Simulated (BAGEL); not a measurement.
# C3H6Al− (SMILES [AlH3-][C]1=CC1) at HF/cc-pVDZ (density fitting with qzvpp-jkfit)

Aim: the vertical ionisation energy of C3H6Al− at HF/cc-pVDZ (density fitting with qzvpp-jkfit), from 2 runs. 

The results are computed with BAGEL 1.2.2.

1 further run of the same task is left out (it didn't finish).

### Step 1. The molecule

C3H6Al− has 10 atoms, charge -1, and is taken as a singlet. As SMILES, `[AlH3-][C]1=CC1`. The shape comes from GFN2-xTB, which is rough for such elements, and wasn't checked as a minimum.

Bond lengths: Al1–C2 2.029 Å, C2–C3 1.314 Å, C2–C4 1.549 Å, C3–C4 1.473 Å, Al1–H5 1.618 Å, Al1–H6 1.618 Å, Al1–H7 1.613 Å, C3–H8 1.068 Å, C4–H9 1.091 Å, C4–H10 1.091 Å. Some angles: Al1–C2–C3 155.4°, Al1–C2–C4 143.3°, C3–C2–C4 61.3°, C2–C3–C4 67.2°, C2–C4–C3 51.5°, C2–Al1–H5 108.9°, C2–Al1–H6 108.9°, C2–Al1–H7 109.2°, C2–C3–H8 151.3°, C4–C3–H8 141.5°.

### Step 2. A single-point energy at HF/cc-pVDZ (density fitting with qzvpp-jkfit)

hf.json reads:

```json
{ "bagel": [

{
  "title": "molecule",
  "basis": "cc-pvdz.json",
  "df_basis": "qzvpp-jkfit",
  "angstrom": true,
  "geometry": [
    { "atom": "Al", "xyz": [   -1.091110,    1.158810,   -0.837160 ] },
    { "atom": "C", "xyz": [   -0.030720,   -0.278840,    0.125260 ] },
    { "atom": "C", "xyz": [    0.148950,   -1.443670,    0.707130 ] },
    { "atom": "C", "xyz": [    1.375260,   -0.628780,    0.672720 ] },
    { "atom": "H", "xyz": [   -1.659470,    0.550000,   -2.223940 ] },
    { "atom": "H", "xyz": [   -2.320090,    1.623360,    0.106490 ] },
    { "atom": "H", "xyz": [   -0.126370,    2.415960,   -1.139820 ] },
    { "atom": "H", "xyz": [   -0.215500,   -2.391790,    1.037480 ] },
    { "atom": "H", "xyz": [    1.739100,   -0.136830,    1.576080 ] },
    { "atom": "H", "xyz": [    2.179960,   -0.868220,   -0.024240 ] }
  ]
},
{ "title": "hf", "charge": -1 },
{ "title": "print", "file": "orbitals.molden", "orbitals": true }

]}
```

The basis set cc-pVDZ is read from a file made from the Basis Set Exchange's data (not shown).

The run is started by

```bash
$ BAGEL_NUM_THREADS=1 BAGEL hf.json > hf.out
```

The log of the run:

```text
* using 1 threads per process

  ===============================================================
  ===============================================================

  *** Geometry ***

  { "atom" : "Al", "xyz" : [     -2.061899,      2.189834,     -1.582003 ] },
  { "atom" : "C", "xyz" : [     -0.058052,     -0.526931,      0.236707 ] },
  { "atom" : "C", "xyz" : [      0.281475,     -2.728141,      1.336282 ] },
  { "atom" : "C", "xyz" : [      2.598865,     -1.188222,      1.271257 ] },
  { "atom" : "H", "xyz" : [     -3.135944,      1.039349,     -4.202638 ] },
  { "atom" : "H", "xyz" : [     -4.384335,      3.067706,      0.201237 ] },
  { "atom" : "H", "xyz" : [     -0.238805,      4.565503,     -2.153948 ] },
  { "atom" : "H", "xyz" : [     -0.407236,     -4.519828,      1.960553 ] },
  { "atom" : "H", "xyz" : [      3.286423,     -0.258571,      2.978360 ] },
  { "atom" : "H", "xyz" : [      4.119527,     -1.640698,     -0.045807 ] },

  Number of auxiliary basis functions:      461

  Since a DF basis is specified, we compute 2- and 3-index integrals:
    o Being stored without compression. Storage requirement is 0.030 GB

  Number of basis functions:       90
  Number of electrons      :       37

    * METHOD: MOLECULE                             0.23

  *** RHF ***

  === Nuclear Repulsion ===
   129.9444129463

      * DIIS with orbital gradients will be used.

  === RHF iteration (cc-pvdz.json) ===
      0       -358.80329259          0.01329876           0.05
      1       -358.91467665          0.00663521           0.06
      2       -358.93514277          0.00132590           0.05
      3       -358.93661300          0.00035044           0.06
      4       -358.93668025          0.00011158           0.06
      5       -358.93669239          0.00003771           0.06
      6       -358.93669483          0.00001591           0.06
      7       -358.93669529          0.00000671           0.06
      8       -358.93669537          0.00000234           0.06
      9       -358.93669538          0.00000082           0.06
     10       -358.93669538          0.00000027           0.06
     11       -358.93669538          0.00000013           0.06
     12       -358.93669538          0.00000005           0.06
     13       -358.93669538          0.00000001           0.06
     14       -358.93669538          0.00000000           0.06
    * SCF iteration converged.

    * Permanent dipole moment:
           (   -1.138675,     1.589459,    -1.045925) a.u.

    * METHOD: HF                                   0.98

    * METHOD: PRINT                                0.02

  ===============================================================
```

It took 1.4 s on 1 thread of Arm Neoverse V1, shared host; peak memory 0.12 GiB.

### Step 3. Doublet neutral C3H6Al at the same level

calc.json reads:

```json
{ "bagel" : [

{
  "title" : "molecule",
  "basis" : "cc-pvdz.json",
  "df_basis" : "qzvpp-jkfit",
  "angstrom" : true,
  "geometry" : [
    { "atom" : "Al", "xyz" : [   -1.091110,    1.158810,   -0.837160 ] },
    { "atom" : "C", "xyz" : [   -0.030720,   -0.278840,    0.125260 ] },
    { "atom" : "C", "xyz" : [    0.148950,   -1.443670,    0.707130 ] },
    { "atom" : "C", "xyz" : [    1.375260,   -0.628780,    0.672720 ] },
    { "atom" : "H", "xyz" : [   -1.659470,    0.550000,   -2.223940 ] },
    { "atom" : "H", "xyz" : [   -2.320090,    1.623360,    0.106490 ] },
    { "atom" : "H", "xyz" : [   -0.126370,    2.415960,   -1.139820 ] },
    { "atom" : "H", "xyz" : [   -0.215500,   -2.391790,    1.037480 ] },
    { "atom" : "H", "xyz" : [    1.739100,   -0.136830,    1.576080 ] },
    { "atom" : "H", "xyz" : [    2.179960,   -0.868220,   -0.024240 ] }
  ]
},
{ "title" : "uhf", "nopen" : 1 },
{ "title" : "print", "file" : "orbitals.molden", "orbitals" : true }

]}
```

The basis set cc-pVDZ is read from a file made from the Basis Set Exchange's data (not shown).

The run is started by

```bash
$ BAGEL_NUM_THREADS=1 BAGEL calc.json > calc.out
```

The log of the run:

```text
* using 1 threads per process

  ===============================================================
  ===============================================================

  *** Geometry ***

  { "atom" : "Al", "xyz" : [     -2.061899,      2.189834,     -1.582003 ] },
  { "atom" : "C", "xyz" : [     -0.058052,     -0.526931,      0.236707 ] },
  { "atom" : "C", "xyz" : [      0.281475,     -2.728141,      1.336282 ] },
  { "atom" : "C", "xyz" : [      2.598865,     -1.188222,      1.271257 ] },
  { "atom" : "H", "xyz" : [     -3.135944,      1.039349,     -4.202638 ] },
  { "atom" : "H", "xyz" : [     -4.384335,      3.067706,      0.201237 ] },
  { "atom" : "H", "xyz" : [     -0.238805,      4.565503,     -2.153948 ] },
  { "atom" : "H", "xyz" : [     -0.407236,     -4.519828,      1.960553 ] },
  { "atom" : "H", "xyz" : [      3.286423,     -0.258571,      2.978360 ] },
  { "atom" : "H", "xyz" : [      4.119527,     -1.640698,     -0.045807 ] },

  Number of auxiliary basis functions:      461

  Since a DF basis is specified, we compute 2- and 3-index integrals:
    o Being stored without compression. Storage requirement is 0.030 GB

  Number of basis functions:       90
  Number of electrons      :       37

    * METHOD: MOLECULE                             0.23

  *** Open-shell HF ***

  === Nuclear Repulsion ===
   129.9444129463

      * DIIS with orbital gradients will be used.

  === UHF iteration (cc-pvdz.json) ===
      0       -358.69426027          0.01965340           0.11
      1       -358.78719716          0.00896964           0.11
      2       -358.80281098          0.00396665           0.11
      3       -358.80727751          0.00191718           0.11
      4       -358.81030997          0.00083175           0.11
      5       -358.81140698          0.00026855           0.11
      6       -358.81152438          0.00010951           0.11
      7       -358.81158514          0.00006777           0.11
      8       -358.81162328          0.00002403           0.11
      9       -358.81162844          0.00001100           0.11
     10       -358.81162968          0.00000415           0.11
     11       -358.81162983          0.00000193           0.11
     12       -358.81162985          0.00000125           0.11
     13       -358.81162986          0.00000067           0.11
     14       -358.81162986          0.00000041           0.11
     15       -358.81162986          0.00000032           0.11
     16       -358.81162986          0.00000029           0.11
     17       -358.81162986          0.00000024           0.11
     18       -358.81162986          0.00000019           0.11
     19       -358.81162987          0.00000015           0.11
     20       -358.81162987          0.00000012           0.11
     21       -358.81162987          0.00000007           0.11
     22       -358.81162987          0.00000004           0.11
     23       -358.81162987          0.00000003           0.11
     24       -358.81162987          0.00000001           0.11
     25       -358.81162987          0.00000001           0.11
    * SCF iteration converged.

    * S^2 (UHF) is 0.7599

    * Permanent dipole moment:
           (   -1.836607,     2.653430,    -1.732306) a.u.

    * METHOD: UHF                                  3.01

    * METHOD: PRINT                                0.02

  ===============================================================
```

Run time: 3.6 s. Hardware: 1 thread of Arm Neoverse V1, shared host; peak memory 0.12 GiB.

### Step 4. Outcome

At HF/cc-pVDZ (density fitting with qzvpp-jkfit):

```
                                                              quantity          value
                                         singlet C3H6Al−: total energy  -358.93670 Eh
                                          singlet C3H6Al−: HOMO energy       -4.69 eV
                                          singlet C3H6Al−: LUMO energy        8.24 eV
singlet C3H6Al−: HOMO–LUMO gap (to an unbound level, set by the basis)       12.93 eV
                                  doublet neutral C3H6Al: total energy  -358.81163 Eh
                                 doublet neutral C3H6Al: dipole moment         9.31 D
                                          doublet neutral C3H6Al: ⟨S²⟩          0.760
                   vertical detachment energy (to the doublet neutral)       3.403 eV
```

The vertical ionisation energy comes to 3.40 eV (328 kJ/mol). The negative HOMO energy of the first species, 4.69 eV, lies 1.29 eV above that difference.
